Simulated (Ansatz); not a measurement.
# C₂H₈AlGa: small, medium and large basis sets

The task here is to estimate one member of a computed series from the others.

The runs use Ansatz 0.2.0, Gaussian basis; one geometry, several basis sets.

Plan: PBE0-D4/def2-SVP; ωB97M-V/def2-SVP; PBE0-D4/def2-QZVPP; ωB97M-V/def2-QZVPP; the functionals' def2-TZVPP values are taken from earlier runs.

## The relaxed structure

The geometry comes from an earlier relaxation with PBE0-D4 in a triple-zeta def2 set; it is a stationary point, not always the lowest conformer.

SMILES `[CH3][AlH][CH2][GaH2]`, 12 atoms, charge 0, spin multiplicity 1.

Atoms are counted from 1 here; the program's logs count them from 0.

Bond lengths: C1–Al2 1.952 Å, C1–H5 1.096 Å, C1–H6 1.096 Å, C1–H7 1.093 Å, Al2–C3 1.945 Å, Al2–H8 1.593 Å, C3–Ga4 1.953 Å, C3–H9 1.095 Å, C3–H10 1.096 Å, Ga4–H11 1.573 Å, Ga4–H12 1.572 Å. Angles: Al2–C1–H5 110.7°, Al2–C1–H6 111.0°, Al2–C1–H7 113.2°, H5–C1–H6 106.0°, H5–C1–H7 107.9°, H6–C1–H7 107.8°, C1–Al2–C3 121.3°, C1–Al2–H8 119.8°, C3–Al2–H8 118.9°, Al2–C3–Ga4 115.8°, Al2–C3–H9 108.2°, Al2–C3–H10 107.3°, Ga4–C3–H9 108.0°, Ga4–C3–H10 107.1°, H9–C3–H10 110.5°, C3–Ga4–H11 119.8°, C3–Ga4–H12 120.3°, H11–Ga4–H12 119.9°.

The first run:

Input file in.yaml:

```yaml
crystal:
  periodic: [false, false, false]
  atoms:
    - {symbol: C, position_ang: [-1.302252, 1.730740, -0.409624]}
    - {symbol: Al, position_ang: [-0.554988, 0.447149, 0.857073]}
    - {symbol: C, position_ang: [1.148093, -0.429995, 0.519058]}
    - {symbol: Ga, position_ang: [1.070121, -2.040093, -0.582693]}
    - {symbol: H, position_ang: [-2.299503, 1.416505, -0.737394]}
    - {symbol: H, position_ang: [-1.432918, 2.712605, 0.058674]}
    - {symbol: H, position_ang: [-0.683556, 1.865398, -1.300294]}
    - {symbol: H, position_ang: [-1.360433, 0.079781, 2.181107]}
    - {symbol: H, position_ang: [1.589580, -0.700946, 1.483619]}
    - {symbol: H, position_ang: [1.786223, 0.290055, -0.006112]}
    - {symbol: H, position_ang: [1.140838, -1.918627, -2.149676]}
    - {symbol: H, position_ang: [0.898785, -3.452572, 0.086271]}
basis:
  gaussian: {orbitals: def2-SVP}
hamiltonian: {xc: pbe0, dispersion: d4}
output: {orbitals: {seedname: orbitals}}
```

Started as:

```
> ansatz run in.yaml --threads 2 --pin off --events-out ev --progress --plain --max-ram 32768MiB --backend cpu
```

Among the steps run: PBE0-D4 in def2-SVP; ωB97M-V in def2-SVP; PBE0-D4 in def2-QZVPP; ωB97M-V in def2-QZVPP.

One of the session's tables, all rows but one given; the rest of the session is left out.

It belongs to the step «Density functionals: the series». 

| functional | basis | HOMO (eV) | LUMO (eV) |
| --- | --- | --- | --- |
| PBE0-D4 | def2-SVP | -7.62 | -1.62 |
| PBE0-D4 | def2-TZVPP | -7.62 | -1.65 |
| PBE0-D4 | def2-QZVPP | -7.62 | -1.68 |
| ωB97M-V | def2-SVP | -9.75 | 0.05 |
| ωB97M-V | def2-TZVPP | ? | ? |
| ωB97M-V | def2-QZVPP | -9.77 | -0.17 |

Estimate the missing values for ωB97M-V, def2-TZVPP.

The run gave: HOMO (eV): -9.77; LUMO (eV): -0.03.
